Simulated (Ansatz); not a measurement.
# AlGaH2: the cost of one run

Computed with Ansatz 0.2.0, Gaussian basis. Level: cc-pVTZ, core rule «outside noble gas», up to 19 orbitals frozen.

To be run: UHF; CCSD(T) on ROHF; CCSD(T) on UHF; BCCD(T) on ROHF; CCSDT(Q) on ROHF; CCSDT(Q) on UHF.

16 further runs of the same task are left out: 9 for a known fault of the program, 1 that didn't finish, 6 set aside as unsound or not needed.

## 1. What is computed

The geometry is a PBE0/def2-TZVP stationary point (not a proven minimum) of the parent state, kept for this charge and spin. No spin-orbit coupling is included. The filled d shell of Ga may be among the frozen orbitals whatever the setting's name suggests; the logs give the count.

4 atoms, charge 0, spin multiplicity 5.

Atoms are counted from 1 here; the program's logs count them from 0.

Bond lengths: Al1–Ga2 2.484 Å, Ga2–H3 1.566 Å, Ga2–H4 1.566 Å. Angles: Al1–Ga2–H3 116.1°, Al1–Ga2–H4 116.1°, H3–Ga2–H4 127.9°.

## 2. UHF

Input file in.yaml:

```yaml
crystal:
  periodic: [false, false, false]
  atoms:
    - {symbol: Al, position_ang: [0.000000, 0.000000, 1.818997]}
    - {symbol: Ga, position_ang: [0.000000, 0.000000, -0.664806]}
    - {symbol: H, position_ang: [0.000000, 1.407254, -1.352806]}
    - {symbol: H, position_ang: [0.000000, -1.407254, -1.352806]}
basis:
  gaussian: {orbitals: cc-pVTZ}
magnetization: {spin_polarized: true, initial_magnetization: 4}
hamiltonian: {xc: hf}
output: {orbitals: {seedname: orbitals}}
```

Command:

```sh
$ ansatz run in.yaml --threads 1 --pin off --events-out ev --progress --plain --max-ram 4096MiB --backend cpu
```

Q: Estimate wall time and peak memory on 1 thread of AMD EPYC 7R13, shared host.

About 5.5 s, with a peak of 0.34 GiB.
